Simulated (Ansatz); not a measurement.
# AlGaHO (quartet): wave-function methods side by side at a displaced geometry (v2), cc-pVDZ

Aim: climb from Hartree-Fock through coupled cluster for AlGaHO (quartet) at one geometry and basis, and see what each rung misses.

Program: Ansatz 0.2.0, Gaussian basis. Level of theory: cc-pVDZ, core rule «outside noble gas», up to 20 orbitals frozen. These are calculated values, not measurements.

To be run: UHF; CCSD(T) on ROHF; CCSD(T) on UHF; BCCD(T) on ROHF; CISD; CCSDT(Q) on ROHF; CCSDT(Q) on UHF.

29 further runs of the same task are left out: 15 that didn't finish, 14 set aside as unsound or not needed.

### 1 The system

The geometry is a PBE0/def2-TZVP stationary point (not a proven minimum) with its atoms shifted at random (size 0.100 Å). No spin-orbit coupling is included. The filled d shell of Ga may be among the frozen orbitals whatever the setting's name suggests; the logs give the count.

4 atoms, charge 0, spin multiplicity 4.

Atoms are counted from 1 here; the program's logs count them from 0.

Bond lengths: Al1–Ga2 2.314 Å, Ga2–O3 1.717 Å, O3–H4 0.971 Å. Angles: Al1–Ga2–O3 173.2°, Ga2–O3–H4 176.8°.

### 2 UHF

Contents of in.yaml:

```yaml
crystal:
  periodic: [false, false, false]
  atoms:
    - {symbol: Al, position_ang: [0.064568, 0.023749, -2.830059]}
    - {symbol: Ga, position_ang: [-0.100306, 0.032123, -0.522165]}
    - {symbol: O, position_ang: [-0.023685, -0.000301, 1.193055]}
    - {symbol: H, position_ang: [0.059423, -0.055571, 2.159169]}
basis:
  gaussian: {orbitals: cc-pVDZ}
magnetization: {spin_polarized: true, initial_magnetization: 3}
hamiltonian: {xc: hf}
output: {orbitals: {seedname: orbitals}}
```

Started as:

```console
> ansatz run in.yaml --threads 1 --pin off --events-out ev --progress --plain --max-ram 2393MiB
```

The runs that follow: CCSD(T) on ROHF; CCSD(T) on UHF; BCCD(T) on ROHF; CISD; CCSDT(Q) on ROHF; CCSDT(Q) on UHF.

Q: Predict the results of all the runs planned. Wanted: UCCSDT(Q) below the RHF energy; RMP2 from UCCSDT(Q); UMP2 from UCCSDT(Q); RCCSD from UCCSDT(Q); RCCSD(T) from UCCSDT(Q); UCCSD(T) from UCCSDT(Q); RCCSDT(Q) from UCCSDT(Q); T1 diagnostic.

The runs gave:

| quantity | value |
| --- | --- |
| UCCSDT(Q) below the RHF energy | -8.0557 eV |
| RMP2 from UCCSDT(Q) | +19.00 kcal/mol |
| UMP2 from UCCSDT(Q) | +19.07 kcal/mol |
| RCCSD from UCCSDT(Q) | +6.77 kcal/mol |
| RCCSD(T) from UCCSDT(Q) | +1.49 kcal/mol |
| UCCSD(T) from UCCSDT(Q) | +1.44 kcal/mol |
| RCCSDT(Q) from UCCSDT(Q) | +0.13 kcal/mol |
| levels within 1 kcal/mol (43 meV) | RCCSDT, UCCSDT, RCCSDT(Q) |
| T1 diagnostic | 0.028 |

**Reading.** RCCSD(T) misses by +1.49 kcal/mol, 0.8 % of the correlation energy. These misses are within one basis, not against nature; the frozen cores of restricted and unrestricted runs differ, which can shift their rows.
